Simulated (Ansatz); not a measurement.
Born–Oppenheimer molecular dynamics of a periodic cell of 22 atoms, Na₂MgFeF₇ (host Na2MgFeF7, host structure Imma). It goes on from the last frame of an earlier run, with new velocities.

All numbers below come from Ansatz, DFT LDA, scalar-relativistic, plane waves, PAW. Settings: accuracy low, cutoff 420 eV, k mesh 2x2x2, fermi-dirac smearing 0.05 eV, spin collinear.

* ensemble: NVT, Langevin thermostat
* time step: 2 fs
* steps asked: 370
* set temperature: 910 K
* friction: 0.005 /fs
* seed: 795912

Frames 2 fs apart, positions in Å, forces in eV/Å.

Velocities at 440 fs (Å/ps):

```
Na 8.74 -1.47 -9.16
Na -1.30 10.22 -2.21
Na 2.00 4.32 -0.24
Na 3.28 0.07 -0.11
Mg 0.39 -2.82 -0.65
Mg 1.19 6.89 -5.37
Fe 2.22 1.53 3.64
Fe -1.84 -3.48 -1.51
F 3.35 7.54 -5.88
F 6.50 -3.21 1.71
F 2.84 1.74 5.75
F -0.81 -3.27 2.58
F -1.96 -0.65 2.78
F -10.29 -1.20 16.76
F -0.70 1.44 -0.36
F 4.29 4.30 0.08
F -3.89 -9.89 -2.21
F -6.37 3.94 -1.89
F 9.96 -10.42 -7.46
F -4.88 -4.68 2.13
F 10.41 0.44 6.92
F -0.23 -3.75 -0.08
```

```xyz
22
Lattice="-3.6762 5.2727 3.8008 3.6762 -5.2727 3.8008 3.6762 5.2727 -3.8008" Properties=species:S:1:pos:R:3:forces:R:3 time_fs=440 energy_less_start_eV=0.264 T=663
Na 0.443 0.668 -0.038 0.27 -1.23 -0.42
Na 0.455 5.039 -0.155 0.02 0.01 0.49
Na 2.265 -2.714 2.417 -0.24 0.00 -0.69
Na 3.048 2.526 -2.833 -0.01 0.06 0.10
Mg -1.509 2.165 1.747 0.75 1.64 1.90
Mg 2.333 2.664 1.756 -0.92 -0.31 -0.29
Fe 0.407 -0.207 3.653 -0.52 0.55 -0.78
Fe 4.072 -0.219 0.121 0.63 -1.54 -2.00
F 0.167 0.780 5.228 0.16 -0.01 0.51
F 3.840 -1.235 1.772 0.35 0.33 -0.78
F 1.712 1.079 3.067 0.30 0.30 0.31
F -0.785 3.848 2.951 0.19 0.29 0.46
F 1.948 3.965 3.231 -0.08 -0.19 0.22
F 2.319 5.873 -0.777 0.75 1.55 -0.96
F 1.685 -1.488 4.212 0.44 -0.17 0.36
F 2.878 0.985 0.675 -1.15 0.79 -0.19
F 5.540 1.198 0.270 -0.20 -1.37 -0.51
F 2.651 3.855 0.116 -0.31 -1.70 1.41
F 4.057 2.278 2.407 0.11 0.38 0.64
F 4.275 4.259 -1.939 -0.09 -0.06 -0.14
F 0.639 6.058 1.969 -0.61 -0.02 0.19
F 0.407 2.303 1.137 0.16 0.71 0.20
22
Lattice="-3.6762 5.2727 3.8008 3.6762 -5.2727 3.8008 3.6762 5.2727 -3.8008" Properties=species:S:1:pos:R:3:forces:R:3 time_fs=442 energy_less_start_eV=0.306 T=645
Na 0.461 0.664 -0.056 0.24 -1.16 -0.36
Na 0.453 5.060 -0.158 -0.05 -0.04 0.48
Na 2.269 -2.706 2.416 -0.24 -0.03 -0.66
Na 3.055 2.525 -2.834 -0.04 0.06 0.10
Mg -1.507 2.162 1.746 0.84 1.43 1.71
Mg 2.336 2.677 1.745 -0.80 -0.39 -0.21
Fe 0.411 -0.204 3.660 -0.66 0.53 -0.92
Fe 4.069 -0.227 0.116 0.61 -1.39 -1.86
F 0.174 0.795 5.217 0.16 -0.01 0.62
F 3.854 -1.241 1.775 0.31 0.35 -0.79
F 1.717 1.084 3.078 0.30 0.27 0.26
F -0.786 3.841 2.957 0.14 0.28 0.41
F 1.943 3.963 3.236 0.01 -0.28 0.14
F 2.301 5.873 -0.743 0.93 1.68 -1.09
F 1.684 -1.484 4.212 0.46 -0.24 0.40
F 2.885 0.996 0.675 -1.13 0.67 -0.25
F 5.532 1.176 0.265 -0.03 -1.13 -0.27
F 2.637 3.861 0.114 -0.18 -1.74 1.45
F 4.077 2.259 2.394 -0.23 0.51 0.67
F 4.266 4.249 -1.934 -0.07 0.00 -0.11
F 0.658 6.057 1.983 -0.69 -0.05 0.10
F 0.407 2.297 1.136 0.13 0.66 0.18
22
Lattice="-3.6762 5.2727 3.8008 3.6762 -5.2727 3.8008 3.6762 5.2727 -3.8008" Properties=species:S:1:pos:R:3:forces:R:3 time_fs=444 energy_less_start_eV=0.326 T=643
Na 0.477 0.659 -0.074 0.22 -1.06 -0.30
Na 0.451 5.079 -0.161 -0.12 -0.08 0.46
Na 2.275 -2.699 2.413 -0.24 -0.07 -0.62
Na 3.064 2.525 -2.835 -0.06 0.06 0.11
Mg -1.503 2.164 1.747 0.91 1.19 1.46
Mg 2.338 2.688 1.734 -0.70 -0.48 -0.13
Fe 0.414 -0.201 3.666 -0.83 0.50 -1.02
Fe 4.068 -0.235 0.107 0.54 -1.18 -1.65
F 0.181 0.811 5.209 0.16 -0.02 0.72
F 3.869 -1.246 1.777 0.26 0.38 -0.81
F 1.721 1.089 3.090 0.31 0.24 0.21
F -0.786 3.836 2.965 0.08 0.25 0.35
F 1.936 3.960 3.241 0.09 -0.37 0.06
F 2.289 5.877 -0.710 1.09 1.78 -1.19
F 1.683 -1.481 4.212 0.48 -0.30 0.43
F 2.890 1.009 0.675 -1.06 0.49 -0.32
F 5.527 1.150 0.259 0.15 -0.84 0.02
F 2.620 3.865 0.115 -0.04 -1.72 1.46
F 4.096 2.242 2.385 -0.54 0.62 0.71
F 4.257 4.238 -1.926 -0.04 0.06 -0.09
F 0.676 6.057 1.996 -0.78 -0.07 0.01
F 0.406 2.293 1.137 0.10 0.59 0.15
22
Lattice="-3.6762 5.2727 3.8008 3.6762 -5.2727 3.8008 3.6762 5.2727 -3.8008" Properties=species:S:1:pos:R:3:forces:R:3 time_fs=446 energy_less_start_eV=0.347 T=656
Na 0.494 0.654 -0.091 0.19 -0.96 -0.24
Na 0.448 5.098 -0.163 -0.17 -0.12 0.43
Na 2.281 -2.693 2.409 -0.23 -0.10 -0.59
Na 3.075 2.526 -2.837 -0.09 0.06 0.11
Mg -1.500 2.171 1.751 0.98 0.93 1.17
Mg 2.339 2.697 1.722 -0.61 -0.55 -0.04
Fe 0.417 -0.197 3.672 -1.01 0.47 -1.06
Fe 4.066 -0.243 0.099 0.51 -0.94 -1.44
F 0.191 0.829 5.203 0.16 -0.05 0.79
F 3.887 -1.250 1.780 0.21 0.41 -0.83
F 1.724 1.093 3.104 0.33 0.22 0.15
F -0.786 3.830 2.973 0.00 0.21 0.27
F 1.929 3.954 3.247 0.17 -0.45 -0.02
F 2.282 5.882 -0.675 1.24 1.84 -1.27
F 1.683 -1.479 4.210 0.50 -0.35 0.47
F 2.893 1.021 0.676 -0.99 0.31 -0.40
F 5.523 1.122 0.251 0.31 -0.54 0.35
F 2.603 3.865 0.120 0.11 -1.65 1.44
F 4.114 2.224 2.381 -0.82 0.72 0.74
F 4.246 4.229 -1.916 0.00 0.10 -0.08
F 0.693 6.056 2.005 -0.87 -0.10 -0.08
F 0.406 2.289 1.139 0.07 0.53 0.12
22
Lattice="-3.6762 5.2727 3.8008 3.6762 -5.2727 3.8008 3.6762 5.2727 -3.8008" Properties=species:S:1:pos:R:3:forces:R:3 time_fs=448 energy_less_start_eV=0.375 T=704
Na 0.511 0.647 -0.107 0.16 -0.86 -0.18
Na 0.443 5.117 -0.164 -0.21 -0.16 0.40
Na 2.287 -2.689 2.406 -0.22 -0.13 -0.55
Na 3.086 2.526 -2.836 -0.13 0.05 0.11
Mg -1.496 2.180 1.760 1.08 0.67 0.87
Mg 2.339 2.706 1.711 -0.55 -0.64 0.08
Fe 0.419 -0.195 3.676 -1.15 0.49 -1.04
Fe 4.062 -0.252 0.089 0.55 -0.67 -1.18
F 0.205 0.848 5.201 0.16 -0.11 0.79
F 3.906 -1.252 1.783 0.15 0.43 -0.85
F 1.728 1.095 3.117 0.34 0.18 0.11
F -0.784 3.826 2.985 -0.13 0.14 0.16
F 1.923 3.948 3.255 0.25 -0.53 -0.11
F 2.276 5.890 -0.639 1.38 1.86 -1.31
F 1.685 -1.478 4.208 0.49 -0.38 0.51
F 2.892 1.032 0.677 -0.90 0.14 -0.47
F 5.520 1.095 0.244 0.46 -0.25 0.66
F 2.587 3.862 0.128 0.25 -1.53 1.37
F 4.131 2.207 2.381 -1.09 0.80 0.76
F 4.235 4.219 -1.906 0.03 0.15 -0.07
F 0.709 6.054 2.014 -0.95 -0.12 -0.17
F 0.406 2.285 1.142 0.03 0.47 0.11
22
Lattice="-3.6762 5.2727 3.8008 3.6762 -5.2727 3.8008 3.6762 5.2727 -3.8008" Properties=species:S:1:pos:R:3:forces:R:3 time_fs=450 energy_less_start_eV=0.401 T=685
Na 0.526 0.639 -0.123 0.13 -0.76 -0.12
Na 0.437 5.135 -0.165 -0.24 -0.19 0.36
Na 2.297 -2.684 2.399 -0.20 -0.16 -0.51
Na 3.096 2.526 -2.836 -0.18 0.04 0.11
Mg -1.493 2.190 1.768 1.15 0.46 0.60
Mg 2.339 2.713 1.700 -0.51 -0.74 0.22
Fe 0.420 -0.192 3.679 -1.23 0.53 -0.95
Fe 4.058 -0.260 0.080 0.64 -0.38 -0.92
F 0.223 0.868 5.202 0.15 -0.20 0.75
F 3.929 -1.254 1.785 0.08 0.46 -0.85
F 1.734 1.098 3.130 0.32 0.12 0.07
F -0.781 3.824 2.999 -0.28 0.02 0.04
F 1.917 3.941 3.263 0.31 -0.61 -0.19
F 2.272 5.901 -0.604 1.51 1.82 -1.32
F 1.690 -1.478 4.207 0.46 -0.38 0.54
F 2.889 1.043 0.678 -0.81 -0.02 -0.53
F 5.516 1.069 0.238 0.59 0.02 0.93
F 2.572 3.856 0.139 0.39 -1.35 1.26
F 4.146 2.193 2.384 -1.30 0.87 0.77
F 4.222 4.212 -1.895 0.06 0.19 -0.07
F 0.722 6.051 2.022 -1.03 -0.13 -0.27
F 0.407 2.281 1.145 -0.02 0.41 0.09
22
Lattice="-3.6762 5.2727 3.8008 3.6762 -5.2727 3.8008 3.6762 5.2727 -3.8008" Properties=species:S:1:pos:R:3:forces:R:3 time_fs=452 energy_less_start_eV=0.414 T=735
Na 0.542 0.628 -0.139 0.10 -0.65 -0.05
Na 0.429 5.151 -0.164 -0.25 -0.22 0.31
Na 2.308 -2.680 2.391 -0.19 -0.19 -0.46
Na 3.106 2.524 -2.834 -0.22 0.03 0.10
Mg -1.488 2.203 1.778 1.19 0.28 0.36
Mg 2.338 2.717 1.690 -0.48 -0.83 0.38
Fe 0.418 -0.188 3.680 -1.25 0.56 -0.81
Fe 4.053 -0.269 0.071 0.78 -0.07 -0.65
F 0.241 0.890 5.207 0.15 -0.32 0.67
F 3.953 -1.257 1.787 0.01 0.48 -0.85
F 1.742 1.101 3.144 0.28 0.05 0.04
F -0.779 3.824 3.013 -0.46 -0.12 -0.10
F 1.912 3.931 3.270 0.36 -0.66 -0.27
F 2.270 5.915 -0.571 1.61 1.72 -1.30
F 1.697 -1.478 4.207 0.38 -0.33 0.53
F 2.884 1.053 0.677 -0.72 -0.18 -0.59
F 5.513 1.043 0.233 0.70 0.24 1.15
F 2.557 3.847 0.152 0.52 -1.10 1.09
F 4.158 2.182 2.389 -1.44 0.91 0.78
F 4.210 4.207 -1.882 0.09 0.22 -0.06
F 0.733 6.047 2.030 -1.10 -0.14 -0.36
F 0.408 2.279 1.150 -0.07 0.34 0.07
22
Lattice="-3.6762 5.2727 3.8008 3.6762 -5.2727 3.8008 3.6762 5.2727 -3.8008" Properties=species:S:1:pos:R:3:forces:R:3 time_fs=454 energy_less_start_eV=0.423 T=703
Na 0.558 0.616 -0.155 0.07 -0.53 0.03
Na 0.420 5.166 -0.163 -0.23 -0.23 0.26
Na 2.320 -2.679 2.382 -0.16 -0.22 -0.41
Na 3.115 2.521 -2.829 -0.27 0.03 0.09
Mg -1.482 2.217 1.789 1.20 0.12 0.17
Mg 2.337 2.721 1.683 -0.47 -0.96 0.55
Fe 0.416 -0.185 3.679 -1.26 0.63 -0.62
Fe 4.050 -0.277 0.060 0.93 0.24 -0.37
F 0.258 0.914 5.215 0.14 -0.45 0.54
F 3.978 -1.256 1.786 -0.07 0.49 -0.83
F 1.750 1.104 3.158 0.25 -0.03 0.02
F -0.778 3.825 3.027 -0.66 -0.29 -0.25
F 1.906 3.920 3.276 0.41 -0.71 -0.34
F 2.272 5.932 -0.543 1.67 1.58 -1.24
F 1.705 -1.478 4.208 0.31 -0.29 0.52
F 2.878 1.063 0.675 -0.64 -0.32 -0.63
F 5.511 1.017 0.231 0.80 0.45 1.33
F 2.542 3.836 0.166 0.63 -0.80 0.89
F 4.167 2.173 2.394 -1.53 0.94 0.77
F 4.198 4.207 -1.869 0.12 0.23 -0.07
F 0.743 6.041 2.037 -1.16 -0.14 -0.45
F 0.409 2.275 1.159 -0.11 0.28 0.04
22
Lattice="-3.6762 5.2727 3.8008 3.6762 -5.2727 3.8008 3.6762 5.2727 -3.8008" Properties=species:S:1:pos:R:3:forces:R:3 time_fs=456 energy_less_start_eV=0.428 T=681
Na 0.574 0.603 -0.170 0.05 -0.43 0.10
Na 0.412 5.181 -0.160 -0.17 -0.24 0.19
Na 2.332 -2.678 2.371 -0.13 -0.24 -0.37
Na 3.123 2.516 -2.822 -0.32 0.04 0.08
Mg -1.475 2.231 1.800 1.16 0.00 0.03
Mg 2.334 2.724 1.678 -0.47 -1.11 0.74
Fe 0.414 -0.182 3.679 -1.24 0.72 -0.43
Fe 4.049 -0.284 0.050 1.07 0.54 -0.10
F 0.273 0.936 5.223 0.13 -0.57 0.43
F 4.002 -1.255 1.783 -0.13 0.50 -0.79
F 1.758 1.106 3.170 0.21 -0.11 0.01
F -0.778 3.826 3.042 -0.86 -0.47 -0.39
F 1.899 3.908 3.280 0.47 -0.76 -0.39
F 2.278 5.951 -0.518 1.67 1.41 -1.18
F 1.713 -1.477 4.209 0.25 -0.26 0.52
F 2.872 1.071 0.670 -0.56 -0.44 -0.66
F 5.511 0.990 0.231 0.88 0.63 1.46
F 2.527 3.824 0.182 0.73 -0.47 0.65
F 4.172 2.166 2.400 -1.54 0.95 0.74
F 4.185 4.209 -1.854 0.15 0.21 -0.11
F 0.752 6.034 2.042 -1.20 -0.13 -0.53
F 0.408 2.271 1.169 -0.15 0.23 0.01
22
Lattice="-3.6762 5.2727 3.8008 3.6762 -5.2727 3.8008 3.6762 5.2727 -3.8008" Properties=species:S:1:pos:R:3:forces:R:3 time_fs=458 energy_less_start_eV=0.422 T=681
Na 0.589 0.590 -0.183 0.03 -0.34 0.17
Na 0.403 5.195 -0.156 -0.10 -0.24 0.12
Na 2.344 -2.677 2.360 -0.10 -0.26 -0.32
Na 3.130 2.510 -2.813 -0.36 0.04 0.07
Mg -1.467 2.244 1.811 1.04 -0.09 -0.05
Mg 2.329 2.725 1.675 -0.44 -1.26 0.94
Fe 0.411 -0.178 3.678 -1.19 0.80 -0.23
Fe 4.048 -0.291 0.039 1.22 0.81 0.15
F 0.288 0.956 5.232 0.13 -0.66 0.34
F 4.024 -1.256 1.780 -0.19 0.52 -0.77
F 1.768 1.109 3.181 0.16 -0.19 0.00
F -0.781 3.828 3.056 -1.04 -0.62 -0.51
F 1.895 3.895 3.281 0.48 -0.77 -0.42
F 2.289 5.972 -0.495 1.62 1.23 -1.12
F 1.719 -1.476 4.213 0.20 -0.23 0.50
F 2.865 1.080 0.666 -0.48 -0.56 -0.70
F 5.513 0.965 0.234 0.93 0.77 1.52
F 2.515 3.810 0.199 0.81 -0.13 0.38
F 4.176 2.159 2.406 -1.49 0.95 0.71
F 4.171 4.212 -1.837 0.17 0.18 -0.17
F 0.757 6.029 2.047 -1.22 -0.11 -0.58
F 0.407 2.270 1.181 -0.16 0.16 -0.03
```

Of the whole run (740 fs, mean temperature of the second half 873 K): A run of 0.74 ps of so small a system gives no equilibrium averages. No Hubbard correction was used and the magnetic state wasn't searched. Limits of this set-up: coarse k mesh, low accuracy level.

Run time: 32 min on 4 threads of Intel(R) Xeon(R) CPU @ 2.80GHz (Skylake/Cascade Lake) (shared host), peak memory 1.2 GiB.
